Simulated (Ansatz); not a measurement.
Run this with Ansatz 0.2.0 through its Python package and show what comes out.

`cu.py`:
```python
'''Relax Cu with an ASE optimiser on Ansatz forces.'''

import warnings

import ansatz as az
from ase import Atoms
from ase.calculators.calculator import Calculator, all_changes
from ase.filters import FrechetCellFilter
from ase.optimize import FIRE
from ase.units import GPa
import numpy as np

config = {
    'xc': 'pbesol',
    'mesh': (8, 8, 8),
    'smearing': 'Marzari-Vanderbilt',
}


class PlaneWaves(Calculator):
    implemented_properties = ['energy', 'free_energy', 'forces', 'stress']

    def calculate(self, atoms=None, properties=('energy',), system_changes=all_changes):
        super().calculate(atoms, properties, system_changes)
        bare = self.atoms.copy()
        bare.set_constraint()
        bare.set_momenta(None)
        job = (
            az.Crystal.from_ase(bare).calculation()
            .functional(config['xc'])
            .pseudopotentials('paw')
            .kpoints(*config['mesh'])  # the mesh must be finer for metals
            .occupations(config['smearing'])
            .forces()  # minus the gradient of the free energy
            .stress()  # GPa
        )
        report = job.run(threads=1, backend='cpu').report
        self.results['energy'] = self.results['free_energy'] = report['lagrangian_ev']
        self.results['forces'] = np.array(report['forces_ev_ang'])
        s = -np.array(report['stress_gpa']) * GPa  # ASE counts tension as positive
        self.results['stress'] = s[[0, 1, 2, 1, 0, 0], [0, 1, 2, 2, 2, 1]]

warnings.simplefilter('ignore')
atoms = Atoms(
    ['Cu'],
    cell=[(-1.442793, 1.442793, 1.376081), (1.442793, -1.442793, 1.376081), (1.442793, 1.442793, -1.376081)],
    scaled_positions=[
        (0.0, 0.0, 0.0),
    ],
    pbc=True,
)
atoms.calc = PlaneWaves()
before = atoms.get_potential_energy(), atoms.get_volume()
target = FrechetCellFilter(atoms)
optimiser = FIRE(target, logfile=None)


def tell():
    fmax = np.linalg.norm(target.get_forces(), axis=1).max()
    print(f'step {optimiser.nsteps:2d}  E = {atoms.get_potential_energy():.5f} eV  fmax = {fmax:.4f}  V = {atoms.get_volume():.3f} A^3')


optimiser.attach(tell)
met = optimiser.run(fmax=0.03, steps=12)
print('threshold met:', bool(met), ' energy gained:', round(before[0] - atoms.get_potential_energy(), 5), 'eV')
print('cell lengths and angles:', np.round(atoms.cell.cellpar(), 3))
print(np.round(atoms.get_scaled_positions(), 4))
```

`python cu.py` gives:
```text
step  0  E = -6588.69525 eV  fmax = 0.0866  V = 11.458 A^3
step  1  E = -6588.69544 eV  fmax = 0.0575  V = 11.428 A^3
step  2  E = -6588.69558 eV  fmax = 0.0087  V = 11.379 A^3
threshold met: True  energy gained: 0.00032 eV
cell lengths and angles: [  2.455   2.455   2.455 108.219 108.219 112.006]
[[0. 0. 0.]]
```

Reading the output:
- Absolute energies stand on the zero of these potentials, so only differences at equal settings mean something. A total without «per atom» is that of the cell as typed.
- The calculator gives ASE the free energy under both names; ASE's own meaning of energy is the limit of zero smearing.
- For a metal this k-point mesh is coarse: on a finer one energies can move by several to tens of meV an atom and pressures by half a GPa or more, differences at one mesh by less.
- This isn't the structure that Cu takes at ambient conditions.
- By the engine's processor time: 2 s on 1 thread of Intel(R) Xeon(R) Processor @ 2.30GHz, with other jobs on the host, peak memory 0.58 GiB.
